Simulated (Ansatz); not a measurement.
**CH4AlClSi: how energies converge with the basis set**

The task here is to estimate one member of a computed series from the others.

Computed with Ansatz 0.2.0, Gaussian basis. Level: one geometry, several basis sets.

The runs, in order: PBE0-D4/def2-SVP; ωB97M-V/def2-SVP; PBE0-D4/def2-QZVPP; ωB97M-V/def2-QZVPP; the functionals' def2-TZVPP values are taken from earlier runs.

## The relaxed structure

An earlier PBE0-D4 in a triple-zeta def2 set relaxation fixed the geometry.

8 atoms, charge 0, spin multiplicity 1.

Atoms are counted from 1 here; the program's logs count them from 0.

Bond lengths: Cl1–Si2 2.074 Å, Si2–C3 1.898 Å, Si2–Al4 2.329 Å, Si2–H5 1.487 Å, C3–Al4 1.953 Å, C3–H6 1.089 Å, C3–H7 1.105 Å, Al4–H8 1.580 Å. Angles: Cl1–Si2–C3 110.6°, Cl1–Si2–Al4 112.6°, Cl1–Si2–H5 106.7°, C3–Si2–Al4 53.9°, C3–Si2–H5 119.1°, Al4–Si2–H5 139.7°, Si2–C3–Al4 74.4°, Si2–C3–H6 124.0°, Si2–C3–H7 105.8°, Al4–C3–H6 133.7°, Al4–C3–H7 104.0°, H6–C3–H7 109.1°, Si2–Al4–C3 51.7°, Si2–Al4–H8 164.4°, C3–Al4–H8 142.9°.

Coordinates:

```
Cl   -2.21079    1.44948   -0.31510
Si   -0.43852    0.53687   -0.88916
C     0.66030    0.20528    0.62205
Al   -0.11712   -1.52305    0.14858
H     0.10792    1.33475   -2.01903
H     0.65057    0.81140    1.52661
H     1.69365    0.14839    0.23527
H    -0.25381   -3.02011    0.63518
```

The first run:

Contents of in.yaml:

```yaml
crystal:
  periodic: [false, false, false]
  atoms:
    - {symbol: Cl, position_ang: [-2.210792, 1.449476, -0.315100]}
    - {symbol: Si, position_ang: [-0.438519, 0.536874, -0.889161]}
    - {symbol: C, position_ang: [0.660298, 0.205278, 0.622046]}
    - {symbol: Al, position_ang: [-0.117119, -1.523048, 0.148583]}
    - {symbol: H, position_ang: [0.107916, 1.334745, -2.019034]}
    - {symbol: H, position_ang: [0.650568, 0.811399, 1.526614]}
    - {symbol: H, position_ang: [1.693654, 0.148388, 0.235271]}
    - {symbol: H, position_ang: [-0.253807, -3.020110, 0.635182]}
basis:
  gaussian: {orbitals: def2-SVP}
hamiltonian: {xc: pbe0, dispersion: d4}
output: {orbitals: {seedname: orbitals}}
```

The run is started by

```console
$ ansatz run in.yaml --threads 2 --pin off --events-out ev --progress --plain --max-ram 4352MiB
```

Among the steps run: PBE0-D4 in def2-SVP; ωB97M-V in def2-SVP; PBE0-D4 in def2-QZVPP; ωB97M-V in def2-QZVPP.

One of the session's tables, all rows but one given; the rest of the session is left out.

It belongs to the step «Density functionals: the series». 

| functional | basis | HOMO (eV) | LUMO (eV) |
| --- | --- | --- | --- |
| PBE0-D4 | def2-SVP | -6.20 | -2.02 |
| PBE0-D4 | def2-TZVPP | -6.21 | -2.04 |
| PBE0-D4 | def2-QZVPP | -6.23 | -2.06 |
| ωB97M-V | def2-SVP | -8.10 | -0.27 |
| ωB97M-V | def2-TZVPP | -8.15 | -0.35 |
| ωB97M-V | def2-QZVPP | ? | ? |

Q: Estimate the row for ωB97M-V, def2-QZVPP from the others.

As computed: HOMO (eV): -8.17; LUMO (eV): -0.45. In the column «HOMO (eV)» it is the lowest.
